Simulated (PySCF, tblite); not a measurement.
# C₂H₅NO₄Si: geometry, infrared bands and NMR shifts

What infrared bands and NMR shifts should C₂H₅NO₄Si (`C=N[Si](O)(O)OC=O`) show?

The runs use tblite 0.8.0 and PySCF 2.14.0, with density-fitted response routines of our own; the level of theory stands in each step. All values are computed, except where a source is named. Atoms are numbered from 0 throughout.

**1. Starting geometry**

13 atoms, charge 0, multiplicity 1; geometry from: force field or distance geometry start.

Bonds of the start (Å): C0–N1 1.28, N1–Si2 1.75, Si2–O3 1.74, Si2–O4 1.72, Si2–O5 1.74, O5–C6 1.38, C6–O7 1.28, C0–H8 1.10, C0–H9 1.09, O3–H10 0.99, O4–H11 0.99, C6–H12 1.10.

**2. Optimising the geometry with GFN2-xTB**

What the job is given:

```
{"job": {"kind": "relax", "xc": "GFN2-xTB", "basis": "xTB"}, "charge": 0, "multiplicity": 1}
C      2.433800    -0.719400    -0.032300
N      1.515000    -0.191000     0.682400
Si     0.038400     0.401600    -0.034200
O     -0.741700     1.548000     1.016400
O      0.300100     1.239100    -1.511700
O     -1.011800    -0.931100    -0.402200
C     -2.173100    -1.086700     0.324200
O     -2.509300    -0.286400     1.258500
H      3.328900    -1.069600     0.501800
H      2.336300    -0.823500    -1.113500
H     -0.116700     2.311200     1.062500
H     -0.574700     1.547400    -1.870400
H     -2.829600    -1.939000     0.100800
```

Run with:

```sh
$ OMP_NUM_THREADS=1 python probes_run.py task.json out
```

This one command runs all jobs of the session in turn.

**Question.** This job is followed by: GFN2-xTB harmonic vibrations, gas phase; GIAO PBE0/pcSseg-1 NMR shielding, non-relativistic, gas phase. What will the session give for the following? strongest single infrared mode (GFN2-xTB); zero-point energy (GFN2-xTB); ¹³C shifts against TMS (PBE0/pcSseg-1); ¹H shifts against TMS (PBE0/pcSseg-1, means over atoms taken as alike); ¹⁵N shifts against NH3 (PBE0/pcSseg-1); ²⁹Si shifts against TMS (PBE0/pcSseg-1); ¹⁷O shifts against H2O (PBE0/pcSseg-1, means over atoms taken as alike); surface potential, 1st and 99th percentile.

The runs gave:

| quantity | value |
| --- | --- |
| strongest single infrared mode (GFN2-xTB) | 1768 cm⁻¹, 621 km/mol |
| zero-point energy (GFN2-xTB) | 50.7 kcal/mol |
| ¹³C shifts against TMS (PBE0/pcSseg-1) | 177.2, 166.0 ppm |
| ¹H shifts against TMS (PBE0/pcSseg-1, means over atoms taken as alike) | 8.79, 8.65, 8.10, 3.44 ppm |
| ¹⁵N shifts against NH3 (PBE0/pcSseg-1) | 414.2 ppm |
| ²⁹Si shifts against TMS (PBE0/pcSseg-1) | -72.7 ppm |
| ¹⁷O shifts against H2O (PBE0/pcSseg-1, means over atoms taken as alike) | 442.0, 233.7, 53.2 ppm |
| surface potential, 1st and 99th percentile | -1.43 V and 2.34 V |

The optimisation took 115 steps and gained 1.386 eV; among the close pairs (by a distance rule), Si2–O3 changed most, from 1.740 to 1.615 Å. All 33 modes are real, so the xTB geometry is a minimum. The strongest single mode, at 1768 cm⁻¹, moves mainly C6 and O7. GFN2-xTB is a fitted tight-binding method: band positions and strengths are rough. Its intensities can rank the bands wrongly. At PBE0/pcSseg-1: The largest span, 778 ppm, is at N1, where the paramagnetic term is -480 ppm. By nearest atom (PBE0/pcSseg-1), the HOMO sits on N1 66 %; H8, H9 about 11 % each and the LUMO on C0 36 %; N1 31 %.
